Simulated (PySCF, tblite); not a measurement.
# C₇H₁₃FSi: geometry, infrared bands and NMR shifts

Wanted: the infrared bands and NMR shifts of C₇H₁₃FSi (`C=C=C[C@H](CF)C[SiH2]C`), by calculation.

Programs: tblite 0.8.0 and PySCF 2.14.0, with density-fitted response routines of our own. Each step states its level of theory. These are calculated values for one molecule in the gas phase, unless marked as measured. Atoms count from 0, in the outputs and in this text.

### 1 Starting geometry

22 atoms, charge 0, multiplicity 1; geometry from: force field or distance geometry start.

Bonds of the start (Å): C0–C1 1.30, C1–C2 1.31, C2–C3 1.48, C3–C4 1.50, C4–F5 1.38, C3–C6 1.49, C6–Si7 1.84, Si7–C8 1.87, C0–H9 1.07, C0–H10 1.06, C2–H11 1.05, C3–H12 1.10, C4–H13 1.12, C4–H14 1.08, C6–H15 1.13, C6–H16 1.12, Si7–H17 1.47, Si7–H18 1.46, C8–H19 1.10, C8–H20 1.10, C8–H21 1.11.

### 2 Optimising the geometry with GFN2-xTB

The job: settings as JSON, then the geometry in Å.

```
{"job": {"kind": "relax", "xc": "GFN2-xTB", "basis": "xTB"}, "charge": 0, "multiplicity": 1}
C     -3.740400     1.302500    -0.380100
C     -2.749400     0.720900     0.218100
C     -1.735300     0.128600     0.809400
C     -0.672000    -0.351600    -0.106200
C     -0.818800    -1.844700    -0.182700
F      0.100000    -2.471900    -0.998300
C      0.618100     0.110300     0.487400
Si     2.155400    -0.350000    -0.415200
C      3.383700     1.038500    -0.143300
H     -4.554600     0.671500    -0.664500
H     -3.656400     2.353000    -0.520400
H     -1.762800     0.043000     1.860500
H     -0.773000     0.083100    -1.115100
H     -1.800900    -2.028800    -0.696300
H     -0.916000    -2.264000     0.808900
H      0.697800    -0.304900     1.540700
H      0.569500     1.214200     0.645400
H      1.979900    -0.466000    -1.870400
H      2.736900    -1.567900     0.141500
H      3.491700     1.670200    -1.031500
H      4.386100     0.655000     0.105500
H      3.050100     1.678600     0.704200
```

The run is started by

```sh
$ OMP_NUM_THREADS=1 python probes_run.py task.json out
```

This one command runs all jobs of the session in turn.

**Question.** This job is followed by: GFN2-xTB harmonic vibrations, gas phase; GIAO PBE0/pcSseg-1 NMR shielding, non-relativistic, gas phase. What will the session give for the following? strongest single infrared mode (GFN2-xTB); zero-point energy (GFN2-xTB); ¹³C shifts against TMS (PBE0/pcSseg-1); ¹H shifts against TMS (PBE0/pcSseg-1, means over atoms taken as alike); ¹⁹F shifts against CFCl3 (PBE0/pcSseg-1); ²⁹Si shifts against TMS (PBE0/pcSseg-1).

As calculated:

```
                                                              quantity                                                           value
                             strongest single infrared mode (GFN2-xTB)                                           2238 cm⁻¹, 354 km/mol
                                          zero-point energy (GFN2-xTB)                                                  109.0 kcal/mol
                                ¹³C shifts against TMS (PBE0/pcSseg-1)                   219.6, 97.8, 92.2, 78.4, 45.6, 23.7, -5.1 ppm
¹H shifts against TMS (PBE0/pcSseg-1, means over atoms taken as alike)  4.96, 4.91, 4.85, 4.32, 4.24, 4.18, 2.55, 1.01, 0.67, 0.04 ppm
                              ¹⁹F shifts against CFCl3 (PBE0/pcSseg-1)                                                      -237.8 ppm
                               ²⁹Si shifts against TMS (PBE0/pcSseg-1)                                                       -41.6 ppm
```

**Reading.** Over 106 steps the energy fell by 0.606 eV; of the close pairs, C6–Si7 changed most, 1.841 to 1.912 Å. All 60 modes are real, so the xTB geometry is a minimum. The strongest single mode, at 2238 cm⁻¹, moves mainly H18. Unscaled tight-binding wavenumbers are off by several per cent, some by more. Its intensities can rank the bands wrongly. The most deshielded carbon is C1 (central carbon of an allene), at 219.6 ppm: the central sp carbon of an allene is among the most deshielded carbons of hydrocarbons.
